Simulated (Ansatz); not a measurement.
# ClGaHN: the cost of one run

Method: UKS PBE0/def2-TZVP; program: Ansatz 0.2.0, Gaussian basis.

## Step 1: The starting structure

4 atoms, charge 0, spin multiplicity 3.

Atoms are counted from 1 here; the program's logs count them from 0.

Bond lengths: Cl1–Ga3 2.202 Å, N2–Ga3 1.891 Å, N2–H4 1.020 Å. Angles: Ga3–N2–H4 118.7°, Cl1–Ga3–N2 97.7°.

The start was built by rule and, where that kept it together, relaxed with GFN2-xTB. Sticks and bond lists go by distance. No spin-orbit coupling is included. 

## Step 2: The run

Input file in.yaml:

```yaml
crystal:
  periodic: [false, false, false]
  atoms:
    - {symbol: Cl, position_ang: [-1.239509, -0.848179, 0.560264]}
    - {symbol: N, position_ang: [0.473054, 1.720436, 0.497193]}
    - {symbol: Ga, position_ang: [0.535460, 0.049602, -0.385453]}
    - {symbol: H, position_ang: [-0.015360, 2.494644, 0.047472]}
basis:
  gaussian: {orbitals: def2-TZVP}
magnetization: {spin_polarized: true, initial_magnetization: 2}
hamiltonian: {xc: pbe0}
relax: {f_tol: 0.004, max_steps: 80}
```

The run is started by

```sh
$ ansatz run in.yaml --threads 1 --pin off --events-out ev --progress --plain --max-ram 2176MiB
```

What time and memory should one allow on 1 thread of Intel Xeon Platinum 8488C, shared host?

About 2.1 min, with a peak of 0.33 GiB.
